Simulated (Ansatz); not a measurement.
# C₂H₈Ge: up Jacob's ladder to CCSD(T)

The task here is to estimate one member of a computed series from the others.

Program: Ansatz 0.2.0, Gaussian basis. Level of theory: functionals in def2-TZVPP, the program's frozen cores in correlated methods. These are calculated values, not measurements.

The runs, in order: LDA (SPW92), PBE-D4, revPBE-D4, BLYP-D4, r2SCAN-D4, B97M-V, PBE0-D4, B3LYP-D4, r2SCANh-D4, r2SCAN0-D4, HSE06-D4, BHLYP-D4, CAM-B3LYP-D4, LC-ωPBE, ωB97X-V, ωB97M-V, B2PLYP, PBE-QIDH; CCSD(T)/def2-SVP; CCSD(T)/def2-TZVPP; MP2/def2-QZVPP; extrapolation to the limit; RPA on PBE.

### The geometry

All runs share one geometry, relaxed beforehand with PBE0-D4 in a triple-zeta def2 set.

SMILES `C[CH2][GeH3]`, 11 atoms, charge 0, spin multiplicity 1.

Atoms are counted from 1 here; the program's logs count them from 0.

Bond lengths: C1–C2 1.522 Å, C1–H4 1.093 Å, C1–H5 1.094 Å, C1–H6 1.093 Å, C2–Ge3 1.960 Å, C2–H7 1.093 Å, C2–H8 1.093 Å, Ge3–H9 1.541 Å, Ge3–H10 1.541 Å, Ge3–H11 1.540 Å. Angles: C2–C1–H4 111.5°, C2–C1–H5 111.5°, C2–C1–H6 111.5°, H4–C1–H5 107.4°, H4–C1–H6 107.3°, H5–C1–H6 107.4°, C1–C2–Ge3 113.0°, C1–C2–H7 110.8°, C1–C2–H8 110.8°, Ge3–C2–H7 107.7°, Ge3–C2–H8 107.7°, H7–C2–H8 106.6°, C2–Ge3–H9 110.0°, C2–Ge3–H10 110.0°, C2–Ge3–H11 111.1°, H9–Ge3–H10 108.2°, H9–Ge3–H11 108.7°, H10–Ge3–H11 108.7°.

Set-up of the first run:

File in.yaml:

```yaml
crystal:
  periodic: [false, false, false]
  atoms:
    - {symbol: C, position_ang: [-0.776669, 1.150718, -0.363121]}
    - {symbol: C, position_ang: [-0.433720, -0.325670, -0.503252]}
    - {symbol: Ge, position_ang: [1.029299, -0.888377, 0.673541]}
    - {symbol: H, position_ang: [0.079538, 1.785876, -0.605055]}
    - {symbol: H, position_ang: [-1.594742, 1.436370, -1.030212]}
    - {symbol: H, position_ang: [-1.085539, 1.395497, 0.656551]}
    - {symbol: H, position_ang: [-0.142417, -0.561238, -1.530574]}
    - {symbol: H, position_ang: [-1.302036, -0.949806, -0.274735]}
    - {symbol: H, position_ang: [0.650420, -0.634196, 2.145366]}
    - {symbol: H, position_ang: [2.302319, -0.080055, 0.356577]}
    - {symbol: H, position_ang: [1.338745, -2.386121, 0.495314]}
basis:
  gaussian: {orbitals: def2-TZVPP}
hamiltonian: {xc: lda}
output: {orbitals: {seedname: orbitals}}
```

Started as:

```sh
> ansatz run in.yaml --threads 4 --pin off --events-out ev --progress --plain --max-ram 10444MiB
```

Among the steps run: LDA; PBE-D4 (GGA); revPBE-D4 (GGA); BLYP-D4 (GGA); r2SCAN-D4 (meta-GGA); B97M-V (meta-GGA); B3LYP-D4 (hybrid); r2SCANh-D4 (hybrid); r2SCAN0-D4 (hybrid); HSE06-D4 (hybrid); BHLYP-D4 (hybrid); CAM-B3LYP-D4 (range-separated); LC-ωPBE (range-separated); ωB97X-V (range-separated); ωB97M-V (range-separated); B2PLYP (double hybrid); PBE-QIDH (double hybrid).

One table of the session follows, with a row left open; its other results are not shown here.

It belongs to the step «Frontier levels by functional». 

| functional | HOMO (eV) | LUMO (eV) | gap (eV) |
| --- | --- | --- | --- |
| LDA (SPW92) | -7.15 | -0.15 | 6.99 |
| PBE-D4 | -7.06 | 0.05 | 7.10 |
| revPBE-D4 | -7.01 | 0.15 | 7.16 |
| BLYP-D4 | ? | ? | ? |
| r2SCAN-D4 | -7.31 | 0.59 | 7.90 |
| B97M-V | -7.42 | 0.16 | 7.58 |
| PBE0-D4 | -8.28 | 0.83 | 9.11 |
| B3LYP-D4 | -8.08 | 0.53 | 8.61 |
| r2SCANh-D4 | -7.77 | 0.83 | 8.60 |
| r2SCAN0-D4 | -8.45 | 1.18 | 9.63 |
| HSE06-D4 | -7.88 | 0.46 | 8.34 |
| BHLYP-D4 | -9.42 | 1.48 | 10.90 |
| CAM-B3LYP-D4 | -9.63 | 1.64 | 11.27 |
| LC-ωPBE | -10.97 | 2.90 | 13.86 |
| ωB97X-V | -10.62 | 2.69 | 13.32 |
| ωB97M-V | -10.48 | 2.33 | 12.81 |

Estimate the missing values for BLYP-D4.

Worked estimate for «HOMO (eV)». Against the share of exact exchange, B3LYP-D4 (0.2, -8.08), BHLYP-D4 (0.5, -9.42) give a slope of -4.47 per unit share; at 0 the line stands at -7.19.

As computed: HOMO (eV): -6.94; LUMO (eV): 0.07; gap (eV): 7.02. In «HOMO (eV)» the line misses by -0.25.
